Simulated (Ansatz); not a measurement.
# SiBH₅NF: basis-set convergence

Aim: see how fast density functionals converge with the basis set for SiBH₅NF.

Program: Ansatz 0.2.0, Gaussian basis. Level of theory: one geometry, several basis sets. These are calculated values, not measurements.

Plan: PBE0-D4/def2-SVP; ωB97M-V/def2-SVP; PBE0-D4/def2-QZVPP; ωB97M-V/def2-QZVPP; the functionals' def2-TZVPP values are taken from earlier runs.

## 1. The geometry

An earlier PBE0-D4/def2-TZVP relaxation fixed the geometry.

SMILES `FBN[SiH3]`, 9 atoms, charge 0, spin multiplicity 1.

Atoms are counted from 1 here; the program's logs count them from 0.

Bond lengths: F1–B2 1.338 Å, B2–N3 1.400 Å, B2–H5 1.196 Å, N3–Si4 1.749 Å, N3–H6 1.008 Å, Si4–H7 1.483 Å, Si4–H8 1.483 Å, Si4–H9 1.485 Å. Angles: F1–B2–N3 118.2°, F1–B2–H5 118.6°, N3–B2–H5 123.2°, B2–N3–Si4 126.3°, B2–N3–H6 116.5°, Si4–N3–H6 117.2°, N3–Si4–H7 111.0°, N3–Si4–H8 111.0°, N3–Si4–H9 106.5°, H7–Si4–H8 109.0°, H7–Si4–H9 109.6°, H8–Si4–H9 109.6°.

## 2. PBE0-D4 in def2-SVP

in.yaml reads:

```yaml
crystal:
  periodic: [false, false, false]
  atoms:
    - {symbol: F, position_ang: [0.626280, -0.318194, -1.983060]}
    - {symbol: B, position_ang: [1.015777, 0.557965, -1.049598]}
    - {symbol: N, position_ang: [0.395478, 0.508376, 0.204166]}
    - {symbol: Si, position_ang: [-0.865100, -0.601363, 0.692722]}
    - {symbol: H, position_ang: [1.874525, 1.344014, -1.324616]}
    - {symbol: H, position_ang: [0.709023, 1.180002, 0.887330]}
    - {symbol: H, position_ang: [-2.070825, -0.444313, -0.156751]}
    - {symbol: H, position_ang: [-0.397576, -2.006732, 0.612802]}
    - {symbol: H, position_ang: [-1.199083, -0.266156, 2.099903]}
basis:
  gaussian: {orbitals: def2-SVP}
hamiltonian: {xc: pbe0, dispersion: d4}
output: {orbitals: {seedname: orbitals}}
```

Run with:

```bash
$ ansatz run in.yaml --threads 2 --pin off --events-out ev --progress --plain --max-ram 4352MiB
```

Further steps of the session: ωB97M-V in def2-SVP; PBE0-D4 in def2-QZVPP; ωB97M-V in def2-QZVPP.

Q: Predict the results of all the runs planned. Wanted: PBE0-D4: double and triple zeta above quadruple; ωB97M-V: double and triple zeta above quadruple.

The runs gave:

| quantity | value |
| --- | --- |
| PBE0-D4: double and triple zeta above quadruple | 9.25, 0.56 eV |
| ωB97M-V: double and triple zeta above quadruple | 9.41, 0.51 eV |

**Reading.** For PBE0-D4 the step from double to triple zeta gains 8.70 eV and the next only 0.56 eV. These are total energies; as a rule much of such shifts cancels in differences, which this series doesn't test. The LUMO of ωB97M-V is positive and keeps falling with the basis (2.57 to 1.41 eV): an unbound level that the basis holds in place.
